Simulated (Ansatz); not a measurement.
# BaBe5H10: the cost of one run

Program: Ansatz 0.2.0. Level of theory: DFT PBE, scalar-relativistic, plane waves, PAW. These are calculated values, not measurements.

## (1) Starting point

It takes space group P-4m2 (No. 115, tetragonal). Conventional cell: a = 5.349 Å, b = 5.349 Å, c = 4.967 Å, α = 90.00°, β = 90.00°, γ = 90.00°. Ba (site symmetry -4m2) is surrounded by 20 H at 3.28 to 3.71 Å and 12 Be at 3.50 to 3.78 Å. Be (site symmetry m) has 4 H at 1.18 to 1.23 Å as nearest neighbours. Around Be (site symmetry -4m2) lie 4 H at 1.19 Å. H (site symmetry 2) has 2 Be at 1.18 Å as nearest neighbours. H (site symmetry 2mm) has 2 Be at 1.23 Å as nearest neighbours. H (site symmetry m) has 2 Be at 1.19 Å as nearest neighbours.

Structure file:

```xyz
16
Lattice="5.3485 0.0000 0.0000 0.0000 5.3485 0.0000 0.0000 0.0000 4.9671" Properties=species:S:1:pos:R:3 pbc="T T T"
Ba    2.6743    2.6743    0.0000
Be    0.0000    1.4421    3.0764
Be    1.4421    0.0000    1.8906
Be    3.9064    0.0000    1.8906
Be    0.0000    3.9064    3.0764
Be    0.0000    0.0000    0.0000
H     0.7211    0.7211    2.4835
H     4.6274    0.7211    2.4835
H     0.0000    2.6743    3.0764
H     0.0000    0.7211    4.0218
H     2.6743    0.0000    1.8906
H     0.7211    4.6274    2.4835
H     0.7211    0.0000    0.9453
H     4.6274    4.6274    2.4835
H     4.6274    0.0000    0.9453
H     0.0000    4.6274    4.0218
```

Recipe of the guess: 4-connected net, bridging atoms on its edges, guests in its cages (P-4m2, No. 115). Its size is a rough estimate.

## (2) The guess as it stands, on a coarse mesh

input.yaml reads:

```yaml
crystal:
  lattice:
    - [5.3485049, 0.0, 0.0]
    - [0.0, 5.3485049, 0.0]
    - [0.0, 0.0, 4.96706257]
  atoms:
    - { symbol: Ba, position: [0.5, 0.5, 0.0] }
    - { symbol: Be, position: [0.0, 0.26963234, 0.61936938] }
    - { symbol: Be, position: [0.26963234, 0.0, 0.38063062] }
    - { symbol: Be, position: [0.73036766, 0.0, 0.38063062] }
    - { symbol: Be, position: [0.0, 0.73036766, 0.61936938] }
    - { symbol: Be, position: [0.0, 0.0, 0.0] }
    - { symbol: H, position: [0.13481617, 0.13481617, 0.5] }
    - { symbol: H, position: [0.86518383, 0.13481617, 0.5] }
    - { symbol: H, position: [0.0, 0.5, 0.61936938] }
    - { symbol: H, position: [0.0, 0.13481617, 0.80968469] }
    - { symbol: H, position: [0.5, 0.0, 0.38063062] }
    - { symbol: H, position: [0.13481617, 0.86518383, 0.5] }
    - { symbol: H, position: [0.13481617, 0.0, 0.19031531] }
    - { symbol: H, position: [0.86518383, 0.86518383, 0.5] }
    - { symbol: H, position: [0.86518383, 0.0, 0.19031531] }
    - { symbol: H, position: [0.0, 0.86518383, 0.80968469] }
basis:
  ecutwfc: 420
kpoints:
  mp_grid: { grid: [4, 4, 4] }
hamiltonian:
  xc: pbe
scf:
  occupations: { method: gaussian, width: 0.1 }
  lower_state_search: "off"
output:
  forces: true
  stress: true
  eigenvalues: true
```

On the command line:

```bash
> ansatz run input.yaml --threads 1 --pin off --max-ram 2560MiB --backend cpu --events-out ev --progress --plain --runs-dir out
```

**Question.** How long does this run take on 1 thread of Arm Neoverse V1, shared host, and how much memory does it need?

About 8.3 s, with a peak of 0.35 GiB.
